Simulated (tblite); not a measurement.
**C2H4OSi (SMILES OC#C[SiH3]): GFN2-xTB**

Aim: the electronic atomisation energy of C2H4OSi at GFN2-xTB, from 5 runs. 

The calculation is run with tblite 0.8.0.

18 further runs of the same task are left out: 18 set aside as unsound or not needed.

## Step 1: The molecule

C2H4OSi: 8 atoms, total charge 0, spin state singlet. As SMILES, `OC#C[SiH3]`. Geometry: optimised at GFN2-xTB.

Bond lengths: O1–C2 1.305 Å, C2–C3 1.205 Å, C3–Si4 1.839 Å, O1–H5 0.964 Å, Si4–H6 1.465 Å, Si4–H7 1.467 Å, Si4–H8 1.465 Å. Angles: O1–C2–C3 177.6°, C2–C3–Si4 179.0°, C2–O1–H5 111.3°, C3–Si4–H6 109.2°, C3–Si4–H7 107.5°, C3–Si4–H8 109.2°, H6–Si4–H7 110.2°, H6–Si4–H8 110.4°, H7–Si4–H8 110.3°.

## Step 2: Vibrational wavenumbers at GFN2-xTB

The input, input.xyz:

```xyz
8

O      2.582351     0.930578     0.488779
C      1.375233     0.486786     0.264716
C      0.260855     0.057771     0.104835
Si    -1.439694    -0.607588    -0.110506
H      2.932509     1.396471    -0.279026
H     -2.337936     0.046543     0.844906
H     -1.859040    -0.312390    -1.484637
H     -1.422177    -2.055272     0.115231
```

The input, xtb_job.py:

```python
"""GFN2-xTB harmonic vibrations"""
import json
import numpy as np
from tblite.interface import Calculator
from tblite.interface import symbols_to_numbers
from ase.data import atomic_masses

symbols = list(map(str, np.loadtxt("input.xyz", skiprows=2, usecols=0, dtype=str, ndmin=1)))
numbers = np.array(symbols_to_numbers(symbols))
positions = np.loadtxt("input.xyz", skiprows=2, usecols=(1, 2, 3), ndmin=2) / 0.52917721

xtb = Calculator("GFN2-xTB", numbers, positions, charge=0, uhf=0)
xtb.set("verbosity", 0)
xtb.set("accuracy", 0.01)
wfn = xtb.singlepoint()
h = 0.005  # bohr
n = positions.size
H, D = np.zeros((n, n)), np.zeros((n, 3))
for a in range(n):
    g, d = [], []
    for sign in (1, -1):
        x = positions.ravel().copy()
        x[a] += sign * h
        xtb.update(x.reshape(-1, 3))
        y = xtb.singlepoint()
        g.append(y.get('gradient').ravel())
        d.append(y.get('dipole'))
    H[a], D[a] = (g[0] - g[1]) / (2 * h), (d[0] - d[1]) / (2 * h)
mass = np.repeat(atomic_masses[numbers], 3)
H = (H + H.T) / 2 / np.sqrt(np.outer(mass, mass))
# project out translations and rotations
com = positions - atomic_masses[numbers] @ positions / atomic_masses[numbers].sum()
T = [np.tile(v, len(numbers)) for v in np.eye(3)] + [np.cross(com, v).ravel() for v in np.eye(3)]
U, sv, _ = np.linalg.svd((np.array(T) * np.sqrt(mass)).T)
Q = U[:, (sv > 1e-3 * sv.max()).sum():]
w, V = np.linalg.eigh(Q.T @ H @ Q)
freq = np.sign(w) * np.sqrt(np.abs(w)) * 5140.487
inten = (((Q @ V).T / np.sqrt(mass)) @ D) ** 2
inten = inten.sum(axis=1) * 974.88
print(f"E = {wfn.get('energy'):.8f} Eh, max gradient {np.abs(wfn.get('gradient')).max():.2e} Eh/bohr")
print("mode   frequency/cm^-1   IR/(km/mol)")
for i, (v, s) in enumerate(zip(freq, inten), 1):
    print(f"{i:4d} {v:14.2f} {s:14.3f}")
zpe = freq[freq > 0].sum() / 2 / 219474.63
print(f"imaginary modes: {(freq < -10).sum()}, zero-point energy {zpe:.6f} Eh = {zpe * 27.211386:.4f} eV")
out = {k: np.asarray(wfn.get(k)).tolist() for k in ("energy", "gradient", "charges", "dipole", "orbital-energies", "orbital-occupations")}
out.update(symbols=symbols, positions=(positions * 0.529177210903).tolist(), frequencies=freq.tolist(), intensities=inten.tolist(), zpe=zpe)
json.dump(out, open("results.json", "w"))
```

Command:

```
python xtb_job.py
```

What it wrote:

```text
E = -12.04132684 Eh, max gradient 1.81e-05 Eh/bohr
mode   frequency/cm^-1   IR/(km/mol)
   1          35.78        151.402
   2         124.69          7.328
   3         143.54          5.608
   4         330.61         14.727
   5         353.71          8.792
   6         531.17         86.718
   7         542.06         99.962
   8         561.33         51.024
   9         787.91        196.098
  10         792.68        273.080
  11         793.93        492.826
  12        1135.69        223.219
  13        1209.46         46.333
  14        2229.42        431.098
  15        2237.23        449.618
  16        2251.86        210.337
  17        2358.18        578.853
  18        3491.21         24.736
imaginary modes: 0, zero-point energy 0.045359 Eh = 1.2343 eV
```

Run time: 0.35 s. Hardware: 1 thread of Intel Xeon at 2.70GHz, shared host.

## Step 3: The C atom: the energy at GFN2-xTB

The input, geom.xyz:

```xyz
1

C      0.000000     0.000000     0.000000
```

The input, xtb_job.py:

```python
import json
import numpy as np
from ase.io import read
from tblite.ase import TBLite
from ase.units import Hartree
from ase.units import Debye

atoms = read("geom.xyz")
start = atoms.get_positions()

atoms.calc = TBLite(
    method="GFN2-xTB",
    charge=0,
    multiplicity=3,
    accuracy=0.1,
    spin_polarization=1.0,
)
print(f"Potential energy: {atoms.get_potential_energy() / Hartree:.6f} Eh")
print(f"Dipole: {np.linalg.norm(atoms.get_dipole_moment()) / Debye:.4f} D")
for a, q in zip(atoms, atoms.get_charges()):
    print(f"{a.symbol}{a.index + 1} {q:+.4f}")
json.dump(dict(energy=atoms.get_potential_energy(), forces=atoms.get_forces().tolist(), dipole=atoms.get_dipole_moment().tolist(), charges=atoms.get_charges().tolist(),
               symbols=atoms.get_chemical_symbols(), start=start.tolist(), final=atoms.positions.tolist()), open("results.json", "w"))
```

Run the same way, it converges to -1.83865 Eh (log not shown).

## Step 4: The H atom: a single-point energy at GFN2-xTB

The input, geom.xyz:

```xyz
1
start geometry
H      0.000000     0.000000     0.000000
```

The input, calc.py:

```python
"""GFN2-xTB single point"""
import json
import numpy as np
from tblite.interface import Calculator
from tblite.interface import symbols_to_numbers

symbols = list(map(str, np.loadtxt("geom.xyz", skiprows=2, usecols=0, dtype=str, ndmin=1)))
numbers = np.array(symbols_to_numbers(symbols))
positions = np.loadtxt("geom.xyz", skiprows=2, usecols=(1, 2, 3), ndmin=2) / 0.52917721

tb = Calculator("GFN2-xTB", numbers, positions, charge=0, uhf=1)
tb.set("accuracy", 0.1)
tb.add("spin-polarization", 1.0)
res = tb.singlepoint()

print(f"E(total): {res.get('energy'):.8f} Eh")
eps = np.atleast_2d(res.get("orbital-energies")) * 27.211386
occ = np.atleast_2d(res.get("orbital-occupations"))
filled = occ.sum(axis=0) if eps.shape[0] == 1 else occ[0]
homo = np.nonzero(filled > 0.5)[0].max()
print("  MO   occupation   energy/eV")
for i in range(max(0, homo - 4), min(eps.shape[1], homo + 5)):
    print(f"{i + 1:4d} {filled[i]:10.4f} {eps[0, i]:12.4f}")
mu = res.get("dipole") * 2.541746
print(f"|mu|: {np.linalg.norm(mu):.4f} D, components " + " ".join(f"{c:.4f}" for c in mu))
q = res.get("charges")
print("Charges:", " ".join(f"{s}{i + 1}={c:+.4f}" for i, (s, c) in enumerate(zip(symbols, q))))
out = {k: np.asarray(res.get(k)).tolist() for k in ("energy", "gradient", "charges", "dipole", "orbital-energies", "orbital-occupations")}
out.update(symbols=symbols, positions=(positions * 0.529177210903).tolist())
json.dump(out, open("results.json", "w"))
```

Run the same way, it converges to -0.42930 Eh (log not shown).

## Step 5: The O atom: a single-point energy at GFN2-xTB

The input, run.py:

```python
import json
import numpy as np
from tblite.interface import Calculator
from tblite.interface import symbols_to_numbers

geometry = """
O      0.000000     0.000000     0.000000
"""
lines = [l.split() for l in geometry.strip().splitlines()]
symbols = [l[0] for l in lines]
numbers = np.array(symbols_to_numbers(symbols))
positions = np.array([l[1:4] for l in lines], float) / 0.529177210903

calculator = Calculator("GFN2-xTB", numbers, positions, charge=0, uhf=2)
calculator.set("verbosity", 0)
calculator.set("accuracy", 0.1)
calculator.add("spin-polarization", 1.0)
sp = calculator.singlepoint()

print(f"total energy: {sp.get('energy') * 2625.4996:.8f} kJ/mol")
eps = np.atleast_2d(sp.get("orbital-energies")) * 27.211386
occ = np.atleast_2d(sp.get("orbital-occupations"))
filled = occ.sum(axis=0) if eps.shape[0] == 1 else occ[0]
homo = np.nonzero(filled > 0.5)[0].max()
print(f"HOMO {eps[0, homo]:.4f} eV")
if homo + 1 < eps.shape[1]:
    print(f"LUMO {eps[0, homo + 1]:.4f} eV, gap {eps[0, homo + 1] - eps[0, homo]:.4f} eV")
mu = sp.get("dipole") * 2.541746
print(f"|mu|: {np.linalg.norm(mu):.4f} D, components " + " ".join(f"{c:.4f}" for c in mu))
q = sp.get("charges")
print("Charges:", " ".join(f"{s}{i + 1}={c:+.4f}" for i, (s, c) in enumerate(zip(symbols, q))))
out = {k: np.asarray(sp.get(k)).tolist() for k in ("energy", "gradient", "charges", "dipole", "orbital-energies", "orbital-occupations")}
out.update(symbols=symbols, positions=(positions * 0.529177210903).tolist())
json.dump(out, open("results.json", "w"))
```

Command:

```
python run.py
```

What it wrote:

```text
total energy: -10038.09086887 kJ/mol
HOMO -17.0188 eV
|mu|: 0.0000 D, components 0.0000 0.0000 0.0000
Charges: O1=+0.0000
```

It took 0.23 s on 1 thread of Intel Xeon at 2.70GHz, shared host.

## Step 6: The Si atom: a single-point energy at GFN2-xTB

The input, script.py:

```python
import json
import numpy as np
from tblite.interface import Calculator
from tblite.interface import symbols_to_numbers

geometry = """
Si     0.000000     0.000000     0.000000
"""
lines = [l.split() for l in geometry.strip().splitlines()]
symbols = [l[0] for l in lines]
numbers = np.array(symbols_to_numbers(symbols))
positions = np.array([l[1:4] for l in lines], float) / 0.52917721

calculator = Calculator("GFN2-xTB", numbers, positions, charge=0, uhf=2)
calculator.set("verbosity", 0)
calculator.set("accuracy", 0.1)
calculator.add("spin-polarization", 1.0)
res = calculator.singlepoint()

print(f"total energy: {res.get('energy'):.8f} Eh")
eps = np.atleast_2d(res.get("orbital-energies")) * 27.211386
occ = np.atleast_2d(res.get("orbital-occupations"))
filled = occ.sum(axis=0) if eps.shape[0] == 1 else occ[0]
homo = np.nonzero(filled > 0.5)[0].max()
print("  MO   occupation   energy/eV")
for i in range(max(0, homo - 4), min(eps.shape[1], homo + 5)):
    print(f"{i + 1:4d} {filled[i]:10.4f} {eps[0, i]:12.4f}")
mu = res.get("dipole") * 2.541746
print(f"|mu|: {np.linalg.norm(mu):.4f} D, components " + " ".join(f"{c:.4f}" for c in mu))
q = res.get("charges")
print("Charges:", " ".join(f"{s}{i + 1}={c:+.4f}" for i, (s, c) in enumerate(zip(symbols, q))))
out = {k: np.asarray(res.get(k)).tolist() for k in ("energy", "gradient", "charges", "dipole", "orbital-energies", "orbital-occupations")}
out.update(symbols=symbols, positions=(positions * 0.529177210903).tolist())
json.dump(out, open("results.json", "w"))
```

Run the same way, it converges to -1.59836 Eh (log not shown).

## Step 7: What came out

Level: GFN2-xTB.

| quantity | value |
| --- | --- |
| molecule: total energy | -12.04133 Eh |
| molecule: dipole moment | 1.87 D |
| molecule: HOMO energy | -10.45 eV |
| molecule: LUMO energy | -5.40 eV |
| molecule: HOMO–LUMO gap | 5.05 eV |
| molecule: largest force on an atom | 0.001 eV/Å |
| molecule: lowest harmonic wavenumber | 36 cm⁻¹ |
| molecule: highest harmonic wavenumber | 3491 cm⁻¹ |
| molecule: zero-point energy | 119.1 kJ/mol |
| C atom: total energy | -1.83865 Eh |
| C atom: dipole moment | 0.00 D |
| C atom: largest force on an atom | 0.000 eV/Å |
| H atom: total energy | -0.42930 Eh |
| H atom: dipole moment | 0.00 D |
| H atom: HOMO energy (as the program lists it) | -12.66 eV |
| H atom: largest force on an atom | 0.000 eV/Å |
| O atom: total energy | -3.82331 Eh |
| O atom: dipole moment | 0.00 D |
| O atom: HOMO energy (as the program lists it) | -17.02 eV |
| O atom: largest force on an atom | 0.000 eV/Å |
| Si atom: total energy | -1.59836 Eh |
| Si atom: dipole moment | 0.00 D |
| Si atom: HOMO energy (as the program lists it) | -5.62 eV |
| Si atom: LUMO energy (as the program lists it) | 0.28 eV |
| Si atom: largest force on an atom | 0.000 eV/Å |
| electronic atomisation energy | 33.339 eV |

Taking the molecule apart into free atoms costs 33.34 eV (3217 kJ/mol), before zero-point energy and without spin-orbit coupling. Tight-binding and semi-empirical models aren't fitted to free atoms, so this value can be far from the true one. All 18 modes (molecule) are real, so the shape is a minimum at this level.
